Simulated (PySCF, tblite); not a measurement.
# C₃H₉NSi₂: geometry, infrared bands and NMR shifts

Aim: predict the infrared bands and NMR shifts of C₃H₉NSi₂ (`CC#C[Si@@H](N)[SiH3]`).

Programs: tblite 0.8.0 and PySCF 2.14.0, with density-fitted response routines of our own. Each step states its level of theory. These are calculated values for one molecule in the gas phase, unless marked as measured. Atoms count from 0, in the outputs and in this text.

## (1) The molecule as given

15 atoms, charge 0, multiplicity 1; geometry from: force field or distance geometry start.

Bonds of the start (Å): C0–C1 1.48, C1–C2 1.19, C2–Si3 1.88, Si3–N4 1.69, Si3–Si5 2.33, C0–H6 1.09, C0–H7 1.09, C0–H8 1.09, Si3–H9 1.49, N4–H10 1.02, N4–H11 1.02, Si5–H12 1.48, Si5–H13 1.48, Si5–H14 1.49.

## (2) Relaxing the molecule with GFN2-xTB

The job: settings as JSON, then the geometry in Å.

```
{"job": {"kind": "relax", "xc": "GFN2-xTB", "basis": "xTB"}, "charge": 0, "multiplicity": 1}
C      3.199300    -0.562100    -0.502800
C      1.822600    -0.145800    -0.170300
C      0.718400     0.182600     0.124500
Si    -1.032500     0.735000     0.538500
N     -1.476400     1.894700    -0.613500
Si    -2.443200    -1.122500     0.635400
H      3.887000    -0.301000     0.299500
H      3.249000    -1.635000    -0.662200
H      3.534400    -0.063000    -1.413500
H     -1.033700     1.445900     1.845900
H     -0.847500     2.688500    -0.531700
H     -1.303100     1.515000    -1.547900
H     -2.485000    -1.808600    -0.673400
H     -3.824700    -0.724000     0.990600
H     -1.969000    -2.091700     1.659000
```

The run is started by

```sh
$ OMP_NUM_THREADS=1 python probes_run.py task.json out
```

One launch serves the whole session: the jobs run in the order shown.

**Question.** This job is followed by: GFN2-xTB harmonic vibrations, gas phase; GIAO PBE0/pcSseg-1 NMR shielding, non-relativistic, gas phase. Predict these results of the whole session: strongest single infrared mode (GFN2-xTB); zero-point energy (GFN2-xTB); 13C shifts against TMS (PBE0/pcSseg-1); 1H shifts against TMS (PBE0/pcSseg-1, means over atoms taken as alike); 29Si shifts against TMS (PBE0/pcSseg-1); 15N shifts against NH3 (PBE0/pcSseg-1).

The runs gave:

| quantity | value |
| --- | --- |
| strongest single infrared mode (GFN2-xTB) | 794 cm⁻¹, 636 km/mol |
| zero-point energy (GFN2-xTB) | 65.1 kcal/mol |
| 13C shifts against TMS (PBE0/pcSseg-1) | 112.4, 89.1, 6.1 ppm |
| 1H shifts against TMS (PBE0/pcSseg-1, means over atoms taken as alike) | 5.10, 3.35, 2.04, 0.42 ppm |
| 29Si shifts against TMS (PBE0/pcSseg-1) | -57.5, -118.3 ppm |
| 15N shifts against NH3 (PBE0/pcSseg-1) | 17.3 ppm |

Relaxing lowered the energy by 0.250 eV in 66 steps; the close pair that moved most is Si3–N4, from 1.694 to 1.732 Å. The lowest mode is slightly imaginary (18i cm⁻¹), a soft motion within the noise of the Hessian, so the minimum is not strictly shown. The strongest single mode, at 794 cm⁻¹, has its largest shares on H14, H12 and H13 (the list is cut at 3 atoms). Unscaled tight-binding wavenumbers are off by several per cent, some by more. Its intensities can rank the bands wrongly.
